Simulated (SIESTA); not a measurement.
The system is Cu3O2.

```
CELL_PARAMETERS angstrom
-2.02298 2.02298 3.67362
2.02298 -2.02298 3.67362
2.02298 2.02298 -3.67362
ATOMIC_POSITIONS crystal
Cu 0.00000 0.00000 0.00000
Cu 0.75000 0.25000 0.50000
Cu 0.25000 0.75000 0.50000
O 0.50000 0.00000 0.50000
O 0.00000 0.50000 0.50000
```

The cell comes from a database or a generator and needn't be the stable form of this composition.

- Program: SIESTA 5.4.2
- Task: single point
- Functional: PBE
- Potentials or basis: PseudoDojo 0.4 standard (PBE files)
- Basis: DZP (energy shift 0.003 Ry; two zetas on semicore shells)
- Grid cutoff: 800 Ry
- Energy shift: 0.003 Ry
- k mesh: 9 × 9 × 9
- Occupations: fermi-dirac, width 0.05 eV
- Spin: no spin polarisation

On this cell: pressure 2.0 GPa; largest force under 0.003 eV/Å; band gap on the k mesh none (metal or under the smearing width).

The same run follows on a disturbed copy (atoms moved at random, drawn with an rms of 0.05 Å):

```
Cu O
1.0
    -2.02298    2.02298    3.67362
     2.02298   -2.02298    3.67362
     2.02298    2.02298   -3.67362
Cu O
3 2
Cartesian
  0.0593 0.0371 -0.0039
  0.0112 1.9641 1.8003
  2.0288 0.0310 1.8790
  -0.0155 2.0425 0.0007
  2.0125 0.0113 0.0417
```

Question: What does the disturbed cell give?

Answer: The energy (extrapolated to zero smearing) moves by +17.4 meV/atom; pressure 2.8 GPa; largest force 1.386 eV/Å; band gap on the k mesh none (metal or under the smearing width).

Forces in eV/Å, atoms in the order of the input:
```
Cu  -0.607 -0.245  0.017
Cu   0.031  0.185  1.373
Cu   0.045 -0.057 -0.712
O   -0.004  0.129  0.019
O    0.534 -0.014 -0.698
```

Stress tensor (GPa, compression positive):
```
 0.75 -0.09  0.12
-0.09  2.31  0.21
 0.12  0.21  5.27
```

Caveats: short orbitals over semicore shells can move pressures by several GPa; the basis of atomic orbitals isn't converged, which shifts pressures, moduli and gaps; an odd number of electrons without spin polarisation forces a metal; a magnetic or distorted state may lie lower; the run has no spin polarisation, though such a crystal can be magnetic; semilocal functionals often make such compounds metallic where correlation or magnetic order opens a gap, which also shifts bond lengths.
